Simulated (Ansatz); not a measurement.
# CH6ClFGeSi: small, medium and large basis sets

One table from this session's results is given with a row withheld; the runs are named, their logs left out.

Computed with Ansatz 0.2.0, Gaussian basis. Level: one geometry, several basis sets.

The runs, in order: PBE0-D4/def2-SVP; ωB97M-V/def2-SVP; PBE0-D4/def2-QZVPP; ωB97M-V/def2-QZVPP; the functionals' def2-TZVPP values are taken from earlier runs.

## The relaxed structure

All runs share one geometry, relaxed beforehand with PBE0-D4 in a triple-zeta def2 set.

SMILES `[CH3][Ge]([F])([SiH3])[Cl]`, 11 atoms, charge 0, spin multiplicity 1.

Atoms are counted from 1 here; the program's logs count them from 0.

Bond lengths: C1–Ge2 1.935 Å, C1–H6 1.090 Å, C1–H7 1.090 Å, C1–H8 1.091 Å, Ge2–F3 1.745 Å, Ge2–Si4 2.387 Å, Ge2–Cl5 2.159 Å, Si4–H9 1.485 Å, Si4–H10 1.482 Å, Si4–H11 1.485 Å. Angles: Ge2–C1–H6 108.6°, Ge2–C1–H7 110.1°, Ge2–C1–H8 109.8°, H6–C1–H7 109.3°, H6–C1–H8 109.4°, H7–C1–H8 109.5°, C1–Ge2–F3 106.0°, C1–Ge2–Si4 121.8°, C1–Ge2–Cl5 108.0°, F3–Ge2–Si4 107.1°, F3–Ge2–Cl5 104.8°, Si4–Ge2–Cl5 107.8°, Ge2–Si4–H9 108.2°, Ge2–Si4–H10 108.5°, Ge2–Si4–H11 109.2°, H9–Si4–H10 110.5°, H9–Si4–H11 109.8°, H10–Si4–H11 110.6°.

Set-up of the first run:

File in.yaml:

```yaml
crystal:
  periodic: [false, false, false]
  atoms:
    - {symbol: C, position_ang: [0.147476, -1.074356, 1.541034]}
    - {symbol: Ge, position_ang: [0.683237, 0.023550, 0.040661]}
    - {symbol: F, position_ang: [1.826010, -0.929560, -0.870661]}
    - {symbol: Si, position_ang: [-0.906125, 0.890601, -1.514936]}
    - {symbol: Cl, position_ang: [1.833385, 1.683194, 0.805740]}
    - {symbol: H, position_ang: [1.040516, -1.373663, 2.090418]}
    - {symbol: H, position_ang: [-0.510597, -0.509651, 2.202140]}
    - {symbol: H, position_ang: [-0.372745, -1.963250, 1.181707]}
    - {symbol: H, position_ang: [-1.844120, 1.772201, -0.775027]}
    - {symbol: H, position_ang: [-0.177600, 1.659834, -2.551357]}
    - {symbol: H, position_ang: [-1.654138, -0.236001, -2.128920]}
basis:
  gaussian: {orbitals: def2-SVP}
hamiltonian: {xc: pbe0, dispersion: d4}
output: {orbitals: {seedname: orbitals}}
```

Started as:

```
$ ansatz run in.yaml --threads 2 --pin off --events-out ev --progress --plain --max-ram 31744MiB --backend cpu
```

Among the steps run: PBE0-D4 in def2-SVP; ωB97M-V in def2-SVP; PBE0-D4 in def2-QZVPP; ωB97M-V in def2-QZVPP.

One of the session's tables, all rows but one given; the rest of the session is left out.

It belongs to the step «Functionals by basis». 

| functional | basis | HOMO (eV) | LUMO (eV) |
| --- | --- | --- | --- |
| PBE0-D4 | def2-SVP | -8.15 | -0.14 |
| PBE0-D4 | def2-TZVPP | -8.22 | -0.38 |
| PBE0-D4 | def2-QZVPP | -8.24 | -0.47 |
| ωB97M-V | def2-SVP | -10.18 | 1.79 |
| ωB97M-V | def2-TZVPP | ? | ? |
| ωB97M-V | def2-QZVPP | -10.31 | 1.15 |

Estimate the missing values for ωB97M-V, def2-TZVPP.

As computed: HOMO (eV): -10.28; LUMO (eV): 1.45. In the column «HOMO (eV)» it lies between ωB97M-V, def2-QZVPP (-10.31) and ωB97M-V, def2-SVP (-10.18).
